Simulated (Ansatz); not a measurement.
## PtSe under changes of volume

One of the cells (21.915 Å³/atom); the others are scaled copies at fixed shape and fractional positions:

```
Pt Se
1.0
     0.00000    2.79841    2.79841
     2.79841    0.00000    2.79841
     2.79841    2.79841    0.00000
Pt Se
1 1
Direct
  0.50000 0.50000 0.50000
  0.00000 0.00000 0.00000
```

The cell comes from a database or a generator and needn't be the stable form of this composition.

* Program: Ansatz 0.2.0
* Functional: PBE
* Potentials or basis: Ansatz PAW
* Cutoff: 420 eV (not typed: the program's choice for these potentials)
* k mesh: 8 × 8 × 8
* Occupations: fermi-dirac, width 0.05 eV
* Spin: no spin polarisation

| volume (Å³/atom) | energy over the lowest point (meV/atom) | pressure (GPa) |
| --- | --- | --- |
| 20.600 | 0.00 | -10.8 |
| 21.038 | 31.80 | -12.3 |
| 21.476 | 67.16 | -13.5 |
| 21.915 | 105.55 | -14.5 |
| 22.353 | 146.50 | -15.3 |
| 22.791 | 189.62 | -16.1 |
| 23.230 | ? | ? |

Problem. What does the run at 23.230 Å³/atom give?

Solution. Energy over the lowest point 234.56 meV/atom; pressure -16.7 GPa.

Worked out: A Birch-Murnaghan fit of order 3 (a polynomial in V^(-2/3)) to the other rows has no minimum within the range. It gives 234.72 meV/atom at 23.230 Å³/atom, against the run's 234.56, and -dE/dV = -16.8 GPa, against -16.7.

Energies are extrapolated to zero smearing.
